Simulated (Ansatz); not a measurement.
## CH6SeSi2, SMILES C[SiH]1[SiH2][Se]1: energies of removing a hydrogen, step by step

With the Python package of Ansatz (0.2.0).

Typed at the interpreter:
```pycon
>>> import ansatz as az
>>> SETTINGS = {
...     'basis': 'def2-SVP',
...     'functional': 'pbe',
... }
>>> def total_energy(molecule, charge=0, unpaired=0):
...     calc = molecule.calculation().basis(gaussian=SETTINGS['basis']).functional(SETTINGS['functional'])
...     if charge:
...         calc = calc.charge(charge)
...     if unpaired:
...         calc = calc.spin('collinear', total=unpaired)
...     return calc.run().report['free_energy_ev']
...
>>> def without(molecule, index):
...     rest = az.Crystal.molecule()
...     for i, site in enumerate(molecule.cartesian_sites):
...         if i != index:
...             rest = rest.atom(site.symbol, site.position_ang)
...     return rest
...
>>> geometry = (
...     az.Crystal.molecule()
...     .atom('C', [-1.1763, 0.7307, -0.7364])
...     .atom('Si', [-0.4618, -0.6499, 0.1848])
...     .atom('Si', [1.5792, -0.2563, 0.8097])
...     .atom('Se', [1.3251, -1.6219, -0.9845])
...     .atom('H', [-0.4376, 1.3047, -1.3376])
...     .atom('H', [-1.7009, 1.4898, -0.031])
...     .atom('H', [-1.9642, 0.3881, -1.4452])
...     .atom('H', [-1.2373, -1.5374, 0.9972])
...     .atom('H', [2.0301, -0.9687, 2.0744])
...     .atom('H', [2.1266, 1.0697, 0.4716])
... )
>>> whole = total_energy(geometry, 0)

>>> hydrogen = total_energy(az.Crystal.molecule().atom('H', (0, 0, 0)), 0, 1)
>>> print(f'E(molecule) = {whole:.5f} eV, E(H) = {hydrogen:.5f} eV')
E(molecule) = -82206.92284 eV, E(H) = -13.56840 eV
>>> for index in [6, 7, 9]:
...     radical = total_energy(without(geometry, index), 0, 1)
...     print(f'H{index}: homolysis {(radical + hydrogen - whole):.3f} eV')
...     anion = total_energy(without(geometry, index), -1)
...     print(f'H{index}: loss of a proton {(anion - whole):.3f} eV')
...
H6: homolysis 4.611 eV
H6: loss of a proton 17.168 eV
H7: homolysis 3.606 eV
H7: loss of a proton 15.875 eV
H9: homolysis 3.563 eV
H9: loss of a proton 16.029 eV
```

Total energies depend on the basis set; only differences at equal settings carry meaning. The geometry is a force-field or estimated start, not a minimum of this method, and the basis set is short of its limit. All parts are taken at fixed geometry, without zero-point energy. This functional overbinds, so such energies come out a few per cent too high (LDA far more). The spin-orbit lowering of heavy atoms is left out. Anions want diffuse functions, which this basis lacks. Finished in 33 s on 1 thread of Arm Neoverse V1 (shared host), peak memory 0.23 GiB.

(Lines on the test bed's own set-up are left out of the output.)
